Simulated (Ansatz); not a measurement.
This script drives the Ansatz DFT code, driven from Python.

`bh4sbte.py`:
```python
'''Bending curve of BH4SbTe.'''

import logging
import sys

import ansatz as az
from ase import Atoms

logging.basicConfig(stream=sys.stdout, format='%(levelname)s:%(name)s:%(message)s')
logger = logging.getLogger('bh4sbte')
logger.setLevel(logging.INFO)


def main() -> None:
    atoms = Atoms(['B', 'Sb', 'Te', 'H', 'H', 'H', 'H'], positions=[
        (-1.3057, 0.502, -0.6987),
        (-0.3539, -0.1913, 1.1439),
        (1.5752, -1.4891, -0.3651),
        (-1.854, -0.2017, -1.4133),
        (-1.2261, 1.6665, -1.0588),
        (0.6076, 1.2986, 1.2727),
        (2.6181, -1.6531, 1.0736),
    ])

    # start the scan from a relaxed geometry
    first = (
        az.Crystal.molecule_from_ase(atoms).calculation()
        .basis(gaussian='def2-SVP')
        .functional('b3lyp')
        .relax(force_tolerance=0.02, max_steps=80)
    )
    atoms.positions = first.run(threads=1).report['positions_ang']

    rows = []
    for angle in [90, 100, 110, 120, 135, 150, 165, 179]:
        bent = atoms.copy()
        bent.set_angle(1, 2, 6, angle, indices=[6])
        setup = az.Crystal.molecule_from_ase(bent).calculation().basis(gaussian='def2-SVP').functional('b3lyp')
        rows.append((angle, setup.run(threads=1).report['free_energy_ev']))
    floor = min(e for _, e in rows)
    for angle, e in rows:
        logger.info(f'angle Sb1-Te2-H6 = {angle:3d} deg   {1000 * (e - floor):9.1f} meV')


if __name__ == '__main__':
    main()
```

It is started by `python bh4sbte.py`. Estimate its wall time and peak memory on 1 thread of Arm Neoverse V2 (shared host).

It took about 95 s, with a peak of 0.27 GiB, for 9 runs of the engine.

```console
$ python bh4sbte.py
INFO:bh4sbte:angle Sb1-Te2-H6 =  90 deg         0.0 meV
INFO:bh4sbte:angle Sb1-Te2-H6 = 100 deg        36.3 meV
INFO:bh4sbte:angle Sb1-Te2-H6 = 110 deg       167.2 meV
INFO:bh4sbte:angle Sb1-Te2-H6 = 120 deg       383.9 meV
INFO:bh4sbte:angle Sb1-Te2-H6 = 135 deg       852.2 meV
INFO:bh4sbte:angle Sb1-Te2-H6 = 150 deg      1464.7 meV
INFO:bh4sbte:angle Sb1-Te2-H6 = 165 deg      2163.6 meV
INFO:bh4sbte:angle Sb1-Te2-H6 = 179 deg      2605.2 meV
```

Reading the output:
- These settings explore the input space; basis and method may be short of convergence.
- The scan is rigid, and the energies are electronic, in a modest basis. The zero is the lowest point of the grid, which needn't be the minimum.
- def2 sets replace the cores of elements past krypton by effective core potentials.
- b3lyp holds the VWN-RPA fit, as in Gaussian; the form of ORCA and Turbomole is b3lyp5.

(Lines on the test bed's own set-up are left out of the output.)
